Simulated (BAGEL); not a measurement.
**[CH3BF3]− (SMILES F[BH2-]C(F)F): RI-MP2/cc-pVDZ (density fitting with qzvpp-jkfit)**

What is the energy change on altering one bond length of [CH3BF3]− at RI-MP2/cc-pVDZ (density fitting with qzvpp-jkfit)? 

The calculation is run with BAGEL 1.2.2.

2 further runs of the same task are left out: 1 that didn't finish, 1 set aside as unsound or not needed.

## Step 1: Starting point

The species is [CH3BF3]− (8 atoms), meant as a singlet with charge -1. As SMILES, `F[BH2-]C(F)F`. The shape is that of a GFN2-xTB optimisation. This is one conformer, not always the lowest.

Bond lengths: F1–B2 1.442 Å, B2–C3 1.656 Å, C3–F4 1.388 Å, C3–F5 1.388 Å, B2–H6 1.209 Å, B2–H7 1.205 Å, C3–H8 1.103 Å. Some angles: F1–B2–C3 106.0°, B2–C3–F4 115.8°, B2–C3–F5 114.2°, F4–C3–F5 102.8°, F1–B2–H6 108.4°, F1–B2–H7 109.0°, C3–B2–H6 108.3°, C3–B2–H7 111.4°, B2–C3–H8 112.6°, F4–C3–H8 105.0°.

## Step 2: The energy at RI-MP2/cc-pVDZ (density fitting with qzvpp-jkfit)

Input file mp2.json:

```json
{ "bagel" : [

{
  "title" : "molecule",
  "basis" : "cc-pvdz.json",
  "df_basis" : "qzvpp-jkfit",
  "angstrom" : true,
  "geometry" : [
    { "atom" : "F", "xyz" : [   -1.633040,    0.706210,   -0.580040 ] },
    { "atom" : "B", "xyz" : [   -0.248210,    0.816850,   -0.195400 ] },
    { "atom" : "C", "xyz" : [    0.241110,   -0.716820,    0.191930 ] },
    { "atom" : "F", "xyz" : [    0.814980,   -1.447410,   -0.839610 ] },
    { "atom" : "F", "xyz" : [    1.210940,   -0.771220,    1.183550 ] },
    { "atom" : "H", "xyz" : [   -0.181630,    1.499560,    0.800740 ] },
    { "atom" : "H", "xyz" : [    0.382650,    1.258210,   -1.122300 ] },
    { "atom" : "H", "xyz" : [   -0.586800,   -1.345380,    0.561130 ] }
  ]
},
{
  "title" : "hf",
  "charge" : -1
},
{
  "title" : "mp2",
  "charge" : -1,
  "ncore" : 5
}

]}
```

The basis set cc-pVDZ is read from a file made from the Basis Set Exchange's data (not shown).

Command:

```console
$ BAGEL_NUM_THREADS=1 BAGEL mp2.json > mp2.out
```

What it wrote:

```text
* using 1 threads per process

  ===============================================================
  ===============================================================

  *** Geometry ***

  { "atom" : "F", "xyz" : [     -3.085998,      1.334543,     -1.096117 ] },
  { "atom" : "B", "xyz" : [     -0.469049,      1.543623,     -0.369252 ] },
  { "atom" : "C", "xyz" : [      0.455632,     -1.354593,      0.362695 ] },
  { "atom" : "F", "xyz" : [      1.540089,     -2.735208,     -1.586633 ] },
  { "atom" : "F", "xyz" : [      2.288345,     -1.457395,      2.236585 ] },
  { "atom" : "H", "xyz" : [     -0.343231,      2.833758,      1.513179 ] },
  { "atom" : "H", "xyz" : [      0.723104,      2.377672,     -2.120840 ] },
  { "atom" : "H", "xyz" : [     -1.108891,     -2.542400,      1.060382 ] },

  Number of auxiliary basis functions:      435

  Since a DF basis is specified, we compute 2- and 3-index integrals:
    o Being stored without compression. Storage requirement is 0.025 GB

  Number of basis functions:       85
  Number of electrons      :       41

    * METHOD: MOLECULE                             0.19

  *** RHF ***

  === Nuclear Repulsion ===
   171.0395920757

      * DIIS with orbital gradients will be used.

  === RHF iteration (cc-pvdz.json) ===
      0       -362.43260578          0.01574152           0.05
      1       -362.61113150          0.00995196           0.05
      2       -362.68396851          0.00124396           0.05
      3       -362.68554792          0.00039038           0.05
      4       -362.68565890          0.00007460           0.05
      5       -362.68566637          0.00002534           0.05
      6       -362.68566705          0.00001217           0.05
      7       -362.68566722          0.00000298           0.05
      8       -362.68566723          0.00000129           0.05
      9       -362.68566723          0.00000035           0.05
     10       -362.68566723          0.00000011           0.05
     11       -362.68566723          0.00000004           0.05
     12       -362.68566723          0.00000002           0.05
     13       -362.68566723          0.00000001           0.05
    * SCF iteration converged.

    * Permanent dipole moment:
           (   -0.215543,     1.221331,    -0.342836) a.u.

    * METHOD: HF                                   0.83

  *** RHF ***

  === Nuclear Repulsion ===
   171.0395920757

      * DIIS with orbital gradients will be used.

  === RHF iteration (cc-pvdz.json) ===
      0       -362.68566723          0.00000000           0.05
    * SCF iteration converged.

    * Permanent dipole moment:
           (   -0.215543,     1.221331,    -0.342837) a.u.

  === DF-MP2 calculation ===

    * freezing 5 orbitals
    * 3-index integral transformation done
    * assembly done

      MP2 correlation energy:   -0.7967543145      0.05

      MP2 total energy:       -363.4824215461

    * METHOD: MP2                                  0.16

  ===============================================================
```

Run time: 1.3 s. Hardware: 1 thread of Arm Neoverse V1, shared host; peak memory 0.1 GiB.

## Step 3: The distorted shape at the same level

Input file mp2.json:

```json
{ "bagel": [

{
  "title": "molecule",
  "basis": "cc-pvdz.json",
  "df_basis": "qzvpp-jkfit",
  "angstrom": true,
  "geometry": [
    { "atom": "F", "xyz": [   -2.137714,    0.353132,    0.161460 ] },
    { "atom": "B", "xyz": [   -0.752884,    0.463772,    0.546100 ] },
    { "atom": "C", "xyz": [   -0.263564,   -1.069898,    0.933430 ] },
    { "atom": "F", "xyz": [    0.310306,   -1.800488,   -0.098110 ] },
    { "atom": "F", "xyz": [    0.706266,   -1.124298,    1.925050 ] },
    { "atom": "H", "xyz": [   -0.686304,    1.146482,    1.542240 ] },
    { "atom": "H", "xyz": [    0.382650,    1.258210,   -1.122300 ] },
    { "atom": "H", "xyz": [   -1.091474,   -1.698458,    1.302630 ] }
  ]
},
{
  "title": "hf",
  "charge": -1
},
{
  "title": "mp2",
  "charge": -1,
  "ncore": 5
}

]}
```

The basis set cc-pVDZ is read from a file made from the Basis Set Exchange's data (not shown).

Command:

```console
$ BAGEL_NUM_THREADS=1 BAGEL mp2.json > mp2.out
```

What it wrote:

```text
* using 1 threads per process

  ===============================================================
  ===============================================================

  *** Geometry ***

  { "atom" : "F", "xyz" : [     -4.039694,      0.667323,      0.305115 ] },
  { "atom" : "B", "xyz" : [     -1.422745,      0.876402,      1.031979 ] },
  { "atom" : "C", "xyz" : [     -0.498064,     -2.021814,      1.763927 ] },
  { "atom" : "F", "xyz" : [      0.586393,     -3.402429,     -0.185401 ] },
  { "atom" : "F", "xyz" : [      1.334649,     -2.124615,      3.637817 ] },
  { "atom" : "H", "xyz" : [     -1.296927,      2.166537,      2.914411 ] },
  { "atom" : "H", "xyz" : [      0.723104,      2.377672,     -2.120840 ] },
  { "atom" : "H", "xyz" : [     -2.062587,     -3.209620,      2.461614 ] },

  Number of auxiliary basis functions:      435

  Since a DF basis is specified, we compute 2- and 3-index integrals:
    o Being stored without compression. Storage requirement is 0.025 GB

  Number of basis functions:       85
  Number of electrons      :       41

    * METHOD: MOLECULE                             0.19

  *** RHF ***

  === Nuclear Repulsion ===
   168.4917247754

      * DIIS with orbital gradients will be used.

  === RHF iteration (cc-pvdz.json) ===
      0       -362.34056248          0.01547978           0.05
      1       -362.51586239          0.01043838           0.05
      2       -362.59680649          0.00133517           0.05
      3       -362.59897276          0.00039066           0.05
      4       -362.59912833          0.00009257           0.05
      5       -362.59914253          0.00003582           0.05
      6       -362.59914393          0.00001688           0.05
      7       -362.59914430          0.00000354           0.05
      8       -362.59914432          0.00000168           0.05
      9       -362.59914432          0.00000037           0.05
     10       -362.59914432          0.00000010           0.05
     11       -362.59914432          0.00000004           0.05
     12       -362.59914432          0.00000002           0.05
     13       -362.59914432          0.00000001           0.05
    * SCF iteration converged.

    * Permanent dipole moment:
           (    0.570295,     1.895968,    -1.554304) a.u.

    * METHOD: HF                                   0.85

  *** RHF ***

  === Nuclear Repulsion ===
   168.4917247754

      * DIIS with orbital gradients will be used.

  === RHF iteration (cc-pvdz.json) ===
      0       -362.59914432          0.00000000           0.05
    * SCF iteration converged.

    * Permanent dipole moment:
           (    0.570294,     1.895968,    -1.554304) a.u.

  === DF-MP2 calculation ===

    * freezing 5 orbitals
    * 3-index integral transformation done
    * assembly done

      MP2 correlation energy:   -0.7980186339      0.05

      MP2 total energy:       -363.3971629535

    * METHOD: MP2                                  0.17

  ===============================================================
```

Wall time 1.3 s (1 thread of Arm Neoverse V1, shared host); peak memory 0.11 GiB.

## Step 4: Results

At RI-MP2/cc-pVDZ (density fitting with qzvpp-jkfit), 5 core orbitals frozen:

```
                                                         quantity          value
                                        first shape: total energy  -363.48242 Eh
         first shape: correlation energy (5 core orbitals frozen)     -796.8 mEh
                                    distorted shape: total energy  -363.39716 Eh
     distorted shape: correlation energy (5 core orbitals frozen)     -798.0 mEh
energy change with the B2–H7 bond stretched from 1.205 to 2.169 Å       2.320 eV
```

In words: With the B2–H7 bond stretched from 1.205 to 2.169 Å the energy rises by 2.32 eV (224 kJ/mol). The first shape isn't relaxed at this level, so the change isn't measured from a minimum.
